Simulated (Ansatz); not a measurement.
# Dy2BiP3: the cost of one run

Program: Ansatz 0.2.0. Level of theory: DFT PBE, scalar-relativistic, plane waves, PAW; 4f electrons in the core of a trivalent norm-conserving potential. These are calculated values, not measurements.

### 1 The starting structure

It takes space group P-6m2 (No. 187, hexagonal). The conventional cell has a = 4.596 Å, b = 4.596 Å, c = 10.012 Å, α = 90.00°, β = 90.00°, γ = 120.00°. Dy (site symmetry 3m) has 9 P at 3.64 to 3.66 Å and 3 Bi at 3.66 Å in its first shell of neighbours. Around Bi (site symmetry -6m2) lie 3 P at 2.65 Å. P (site symmetry -6m2) is surrounded by 3 P at 2.65 Å and 6 Dy at 3.64 Å. P (site symmetry -6m2) has 3 Bi at 2.65 Å and 6 Dy at 3.66 Å in its first shell of neighbours.

Structure file:

```xyz
6
Lattice="4.5959 0.0000 0.0000 -2.2980 3.9802 0.0000 0.0000 0.0000 10.0120" Properties=species:S:1:pos:R:3 pbc="T T T"
Dy    0.0000    2.6535    2.5197
Dy    0.0000    2.6535    7.4923
Bi    2.2980    1.3267    0.0000
P     2.2980    1.3267    5.0060
P     0.0000    0.0000    0.0000
P     0.0000    0.0000    5.0060
```

Recipe of the guess: species swapped into a database cell of Sr2Al3Ge (P-6m2, No. 187), with Dy on the Sr sites, P on the Al sites and Bi on the Ge sites. Its size is a rough estimate.

### 2 The guess as it stands, on a coarse mesh

input.yaml

```yaml
crystal:
  lattice:
    - [4.59593615, 0.0, 0.0]
    - [-2.29796807, 3.98019746, 0.0]
    - [0.0, 0.0, 10.01201099]
  atoms:
    - { symbol: Dy, position: [0.33333333, 0.66666667, 0.251672] }
    - { symbol: Dy, position: [0.33333333, 0.66666667, 0.748328] }
    - { symbol: Bi, position: [0.66666667, 0.33333333, 0.0] }
    - { symbol: P, position: [0.66666667, 0.33333333, 0.5] }
    - { symbol: P, position: [0.0, 0.0, 0.0] }
    - { symbol: P, position: [0.0, 0.0, 0.5] }
basis:
  ecutwfc: 630
kpoints:
  mp_grid: { grid: [6, 6, 2] }
hamiltonian:
  xc: pbe
  pseudopotentials:
    kind: paw
    azcp: { Dy: "pseudopotentials/pbe/nc/lanthanide_3plus/Dy.nc.azcp" }
scf:
  occupations: { method: gaussian, width: 0.1 }
  lower_state_search: "off"
output:
  forces: true
  stress: true
  eigenvalues: true
```

Started as:

```
$ ansatz run input.yaml --threads 1 --pin off --max-ram 2560MiB --backend cpu --events-out ev --progress --plain --runs-dir out
```

What time and memory should one allow on 1 thread of Intel Xeon at 2.50GHz (Skylake/Cascade Lake), shared host?

About 43 s, with a peak of 0.49 GiB.
